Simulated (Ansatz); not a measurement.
## BaZn, space group Pm-3m: cell relaxations under several functionals

Computed with Ansatz 0.2.0 through its Python package.

Input file `bazn.extxyz`:
```text
2
Lattice="4.07851334 0.0 0.0 0.0 4.07851334 0.0 0.0 0.0 4.07851334" Properties=species:S:1:pos:R:3 pbc="T T T"
Ba    0.00000000    0.00000000    0.00000000
Zn    2.03925667    2.03925667    2.03925667
```

`lattice_bazn.py`
```python
"""How the lattice of BaZn depends on the functional."""

import ansatz as az
import numpy as np

ECUT = 470
MAX_ITERATIONS = 200
MESH = (7, 7, 7)
FILLING = "fermi_dirac"
SIGMA = 0.1
MIXING_BETA = 0.6

def edges_and_angles(cell):
    cell = np.asarray(cell)
    a, b, c = np.linalg.norm(cell, axis=1)
    cosines = cell[1] @ cell[2] / (b * c), cell[0] @ cell[2] / (a * c), cell[0] @ cell[1] / (a * b)
    return (a, b, c, *np.degrees(np.arccos(cosines)))


def main() -> None:
    cell = az.Crystal.from_extxyz("bazn.extxyz")

    calc = (
        cell.calculation()
        .basis(ECUT)
        .scf(max_iterations=MAX_ITERATIONS)
        .kpoints(*MESH, shift=0.5)
        .occupations(FILLING, width=SIGMA)
        .mixing("broyden", ndim=6, beta=MIXING_BETA)
        .relax(cell=True)
    )

    levels = [("blyp", "d3bj"), ("lda", "none"), ("pbesol", "d3bj")]
    print("level            a       b       c    alpha   beta  gamma  V/atom  steps")
    for name, dispersion in levels:
        seen = []
        run = calc.functional(name, dispersion=dispersion).session().plan()
        outcome = run.execute(on_event=lambda e: seen.append(e) if e["event"] == "relax_step" else None)
        cell = outcome.lattice.cell_ang
        label = name if dispersion == "none" else f"{name}+{dispersion}"
        print("{:13s} {:7.4f} {:7.4f} {:7.4f} {:6.2f} {:6.2f} {:6.2f}".format(label, *edges_and_angles(cell)), f"{abs(np.linalg.det(cell)) / len(outcome.lattice.sites):7.3f} {len(seen):5d}")


if __name__ == "__main__":
    main()
```

Output of `python lattice_bazn.py`:
```text
level            a       b       c    alpha   beta  gamma  V/atom  steps
blyp+d3bj      4.0229  4.0229  4.0229  90.00  90.00  90.00  32.552     4
lda            3.9263  3.9263  3.9263  90.00  90.00  90.00  30.264     5
pbesol+d3bj    3.9027  3.9027  3.9027  90.00  90.00  90.00  29.722     5
```

From smallest to largest: PBEsol+D3BJ (29.72 Å³ an atom, -12.4 % against the start), LDA (30.26 Å³ an atom, -10.8 % against the start) and BLYP+D3BJ (32.55 Å³ an atom, -4.0 % against the start). The spread is 9.5 % in volume.

These settings explore the input space; cutoff and mesh may be short of convergence. Forces vanish by symmetry, so the ions can't move, and the end may be a saddle. BLYP and dispersion corrections can be off by several per cent in the lattices of metals, and by several GPa in the pressure at a fixed cell. For a metal this k-point mesh is coarse: on a finer one energies can move by several to tens of meV an atom and pressures by half a GPa or more, differences at one mesh by less. This cell is a computed structure, which may not be the phase found in nature. Finished in 27 s on 1 thread of Arm Neoverse V1, with other jobs on the host, peak memory 0.44 GiB.

(Lines on the test bed's own set-up are left out of the output.)
